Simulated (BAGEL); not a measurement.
# C3H10Si (trimethylsilane) at B3LYP/6-31G(d) (density fitting with cc-pvqz-jkfit, spherical functions)

Aim: the energy change on altering one bond length of C3H10Si (trimethylsilane) at B3LYP/6-31G* (density fitting with cc-pvqz-jkfit, spherical functions), from 2 runs. 

The calculation is run with BAGEL 1.2.2.

1 further run of the same task is left out (set aside as unsound or not needed).

**1. The system as given**

The species is C3H10Si (14 atoms), meant as a singlet with charge 0. SMILES: `C[SiH](C)C`. The coordinates come from a PBE0-D4/def2-TZVP relaxation.

Bond lengths: C1–Si2 1.874 Å, Si2–C3 1.874 Å, Si2–C4 1.874 Å, C1–H5 1.093 Å, C1–H6 1.093 Å, C1–H7 1.094 Å, Si2–H8 1.494 Å, C3–H9 1.094 Å, C3–H10 1.093 Å, C3–H11 1.093 Å, C4–H12 1.093 Å, C4–H13 1.094 Å, C4–H14 1.093 Å. Some angles: C1–Si2–C3 110.3°, C1–Si2–C4 110.3°, C3–Si2–C4 110.3°, C1–Si2–H8 108.6°, C3–Si2–H8 108.6°, C4–Si2–H8 108.6°, Si2–C1–H5 111.2°, Si2–C1–H6 111.1°, Si2–C1–H7 110.9°, Si2–C3–H9 110.9°.

**2. A single-point energy at B3LYP/6-31G(d) (density fitting with cc-pvqz-jkfit, spherical functions)**

File input.json:

```json
{ "bagel" : [

{
  "title" : "molecule",
  "basis" : "6-31gs.json",
  "df_basis" : "cc-pvqz-jkfit",
  "angstrom" : true,
  "geometry" : [
    { "atom" : "C", "xyz" : [      -0.956800,       1.082600,      -1.038400 ] },
    { "atom" : "Si", "xyz" : [      -0.338800,      -0.014600,       0.348900 ] },
    { "atom" : "C", "xyz" : [       1.239400,       0.684100,       1.077800 ] },
    { "atom" : "C", "xyz" : [      -0.051300,      -1.756700,      -0.277600 ] },
    { "atom" : "H", "xyz" : [      -1.888100,       0.697200,      -1.460900 ] },
    { "atom" : "H", "xyz" : [      -1.145900,       2.098700,      -0.683100 ] },
    { "atom" : "H", "xyz" : [      -0.221600,       1.141300,      -1.845900 ] },
    { "atom" : "H", "xyz" : [      -1.379500,      -0.059300,       1.420400 ] },
    { "atom" : "H", "xyz" : [       2.029000,       0.733500,       0.322800 ] },
    { "atom" : "H", "xyz" : [       1.601800,       0.063500,       1.901200 ] },
    { "atom" : "H", "xyz" : [       1.081800,       1.694100,       1.464300 ] },
    { "atom" : "H", "xyz" : [      -0.968800,      -2.184000,      -0.689800 ] },
    { "atom" : "H", "xyz" : [       0.706900,      -1.767300,      -1.065700 ] },
    { "atom" : "H", "xyz" : [       0.291900,      -2.413100,       0.526000 ] }
  ]
},

{ "title" : "ks", "xc_func" : "b3lyp" },

{ "title" : "print", "file" : "orbitals.molden", "orbitals" : true }

]}
```

The basis set 6-31G* is read from a file made from the Basis Set Exchange's data (not shown).

Run with:

```bash
$ BAGEL_NUM_THREADS=1 BAGEL input.json > input.out
```

What it wrote:

```text
* using 1 threads per process

  ===============================================================
  ===============================================================

  *** Geometry ***

  { "atom" : "C", "xyz" : [     -1.808090,      2.045818,     -1.962292 ] },
  { "atom" : "Si", "xyz" : [     -0.640239,     -0.027590,      0.659325 ] },
  { "atom" : "C", "xyz" : [      2.342127,      1.292762,      2.036747 ] },
  { "atom" : "C", "xyz" : [     -0.096943,     -3.319682,     -0.524588 ] },
  { "atom" : "H", "xyz" : [     -3.567992,      1.317517,     -2.760701 ] },
  { "atom" : "H", "xyz" : [     -2.165437,      3.965968,     -1.290872 ] },
  { "atom" : "H", "xyz" : [     -0.418763,      2.156744,     -3.488245 ] },
  { "atom" : "H", "xyz" : [     -2.606877,     -0.112061,      2.684167 ] },
  { "atom" : "H", "xyz" : [      3.834254,      1.386114,      0.610004 ] },
  { "atom" : "H", "xyz" : [      3.026963,      0.119998,      3.592747 ] },
  { "atom" : "H", "xyz" : [      2.044306,      3.201385,      2.767126 ] },
  { "atom" : "H", "xyz" : [     -1.830767,     -4.127162,     -1.303533 ] },
  { "atom" : "H", "xyz" : [      1.335847,     -3.339713,     -2.013881 ] },
  { "atom" : "H", "xyz" : [      0.551611,     -4.560098,      0.993996 ] },

  Number of auxiliary basis functions:      976

  Since a DF basis is specified, we compute 2- and 3-index integrals:
    o Being stored without compression. Storage requirement is 0.050 GB

  Number of basis functions:       80
  Number of electrons      :       42

    * METHOD: MOLECULE                             1.40

  *** Kohn-Sham DFT ***

    * Removing 27308 points whose weight is below 1.00e-10
    * Grid points: 181376

  === Nuclear Repulsion ===
   175.3326318543

       - DIIS with orbital gradients will be used.

  === KS iteration (b3lyp / 6-31gs.json) ===
      0       -360.04784762          0.12071294           0.96
      1       -301.69109888          0.13876504           0.93
      2       -356.30373330          0.11714194           0.90
      3       -405.79230372          0.07260880           0.94
      4       -409.39769144          0.02825109           0.78
      5       -409.44645852          0.02473295           0.76
      6       -409.65558090          0.01706094           0.90
      7       -409.82366622          0.00834102           0.80
      8       -409.85871977          0.00170774           0.67
      9       -409.86034889          0.00040547           0.71
     10       -409.86043094          0.00004870           0.80
     11       -409.86043211          0.00001401           0.70
     12       -409.86043218          0.00000809           0.70
     13       -409.86043221          0.00000080           0.67
     14       -409.86043221          0.00000050           0.68
     15       -409.86043221          0.00000007           0.70
     16       -409.86043221          0.00000003           0.80
     17       -409.86043221          0.00000001           0.81
     18       -409.86043221          0.00000000           0.68
    * SCF iteration converged.

    * Permanent dipole moment:
           (   -0.173898,    -0.007362,     0.178931) a.u.

    * METHOD: KS                                  16.28

    * METHOD: PRINT                                0.01

  ===============================================================
```

Run time: 19 s. Hardware: 1 thread of Intel Xeon 6975P-C (Granite Rapids), shared host; peak memory 0.68 GiB.

**3. The distorted shape, same level**

File input.json:

```json
{ "bagel" : [

{
  "title" : "molecule",
  "basis" : "6-31gs.json",
  "df_basis" : "cc-pvqz-jkfit",
  "angstrom" : true,
  "geometry" : [
    { "atom" : "C", "xyz" : [   -1.049487,    1.247157,   -1.246466 ] },
    { "atom" : "Si", "xyz" : [   -0.338800,   -0.014600,    0.348900 ] },
    { "atom" : "C", "xyz" : [    1.239400,    0.684100,    1.077800 ] },
    { "atom" : "C", "xyz" : [   -0.051300,   -1.756700,   -0.277600 ] },
    { "atom" : "H", "xyz" : [   -1.980787,    0.861757,   -1.668966 ] },
    { "atom" : "H", "xyz" : [   -1.238587,    2.263257,   -0.891166 ] },
    { "atom" : "H", "xyz" : [   -0.314287,    1.305857,   -2.053966 ] },
    { "atom" : "H", "xyz" : [   -1.379500,   -0.059300,    1.420400 ] },
    { "atom" : "H", "xyz" : [    2.029000,    0.733500,    0.322800 ] },
    { "atom" : "H", "xyz" : [    1.601800,    0.063500,    1.901200 ] },
    { "atom" : "H", "xyz" : [    1.081800,    1.694100,    1.464300 ] },
    { "atom" : "H", "xyz" : [   -0.968800,   -2.184000,   -0.689800 ] },
    { "atom" : "H", "xyz" : [    0.706900,   -1.767300,   -1.065700 ] },
    { "atom" : "H", "xyz" : [    0.291900,   -2.413100,    0.526000 ] }
  ]
},
{ "title" : "ks", "xc_func" : "b3lyp", "charge" : 0 },
{ "title" : "print", "file" : "orbitals.molden", "orbitals" : true }

]}
```

The basis set 6-31G* is read from a file made from the Basis Set Exchange's data (not shown).

Run with:

```bash
$ BAGEL_NUM_THREADS=1 BAGEL input.json > input.out
```

What it wrote:

```text
* using 1 threads per process

  ===============================================================
  ===============================================================

  *** Geometry ***

  { "atom" : "C", "xyz" : [     -1.983243,      2.356785,     -2.355479 ] },
  { "atom" : "Si", "xyz" : [     -0.640239,     -0.027590,      0.659325 ] },
  { "atom" : "C", "xyz" : [      2.342127,      1.292762,      2.036747 ] },
  { "atom" : "C", "xyz" : [     -0.096943,     -3.319682,     -0.524588 ] },
  { "atom" : "H", "xyz" : [     -3.743145,      1.628485,     -3.153889 ] },
  { "atom" : "H", "xyz" : [     -2.340590,      4.276936,     -1.684060 ] },
  { "atom" : "H", "xyz" : [     -0.593916,      2.467712,     -3.881433 ] },
  { "atom" : "H", "xyz" : [     -2.606877,     -0.112061,      2.684167 ] },
  { "atom" : "H", "xyz" : [      3.834254,      1.386114,      0.610004 ] },
  { "atom" : "H", "xyz" : [      3.026963,      0.119998,      3.592747 ] },
  { "atom" : "H", "xyz" : [      2.044306,      3.201385,      2.767126 ] },
  { "atom" : "H", "xyz" : [     -1.830767,     -4.127162,     -1.303533 ] },
  { "atom" : "H", "xyz" : [      1.335847,     -3.339713,     -2.013881 ] },
  { "atom" : "H", "xyz" : [      0.551611,     -4.560098,      0.993996 ] },

  Number of auxiliary basis functions:      976

  Since a DF basis is specified, we compute 2- and 3-index integrals:
    o Being stored without compression. Storage requirement is 0.050 GB

  Number of basis functions:       80
  Number of electrons      :       42

    * METHOD: MOLECULE                             1.21

  *** Kohn-Sham DFT ***

    * Removing 26688 points whose weight is below 1.00e-10
    * Grid points: 181996

  === Nuclear Repulsion ===
   169.5938188745

       - DIIS with orbital gradients will be used.

  === KS iteration (b3lyp / 6-31gs.json) ===
      0       -359.77979105          0.11766517           0.68
      1       -295.07020383          0.14763472           0.67
      2       -354.71612815          0.12496396           0.80
      3       -405.52554401          0.07003456           0.78
      4       -409.07162501          0.03543863           0.81
      5       -409.58571331          0.01979576           0.96
      6       -409.70370363          0.01367867           0.70
      7       -409.82633404          0.00574764           0.81
      8       -409.84429603          0.00154121           0.77
      9       -409.84532036          0.00071794           0.72
     10       -409.84558694          0.00017059           0.70
     11       -409.84559774          0.00008238           0.75
     12       -409.84560131          0.00000931           0.75
     13       -409.84560134          0.00000543           0.76
     14       -409.84560135          0.00000146           0.75
     15       -409.84560135          0.00000016           0.81
     16       -409.84560135          0.00000014           0.71
     17       -409.84560135          0.00000002           0.91
     18       -409.84560135          0.00000000           0.72
    * SCF iteration converged.

    * Permanent dipole moment:
           (   -0.256569,     0.117400,     0.033086) a.u.

    * METHOD: KS                                  15.72

    * METHOD: PRINT                                0.01

  ===============================================================
```

Run time: 18 s. Hardware: 1 thread of Intel Xeon 6975P-C (Granite Rapids), shared host; peak memory 0.69 GiB.

**4. Results**

Level: B3LYP/6-31G* (density fitting with cc-pvqz-jkfit, spherical functions).

```
                                                          quantity          value
                                         first shape: total energy  -409.86043 Eh
                                        first shape: dipole moment         0.63 D
                                          first shape: HOMO energy       -8.10 eV
                                          first shape: LUMO energy        2.21 eV
                                        first shape: HOMO–LUMO gap       10.31 eV
                                     distorted shape: total energy  -409.84560 Eh
                                    distorted shape: dipole moment         0.72 D
                                      distorted shape: HOMO energy       -7.48 eV
                                      distorted shape: LUMO energy        1.75 eV
                                    distorted shape: HOMO–LUMO gap        9.23 eV
energy change with the C1–Si2 bond stretched from 1.874 to 2.155 Å       0.404 eV
```

What this shows: With the C1–Si2 bond stretched from 1.874 to 2.155 Å the energy rises by 0.40 eV (9.3 kcal/mol). The first shape isn't relaxed at this level, so the change isn't measured from a minimum.
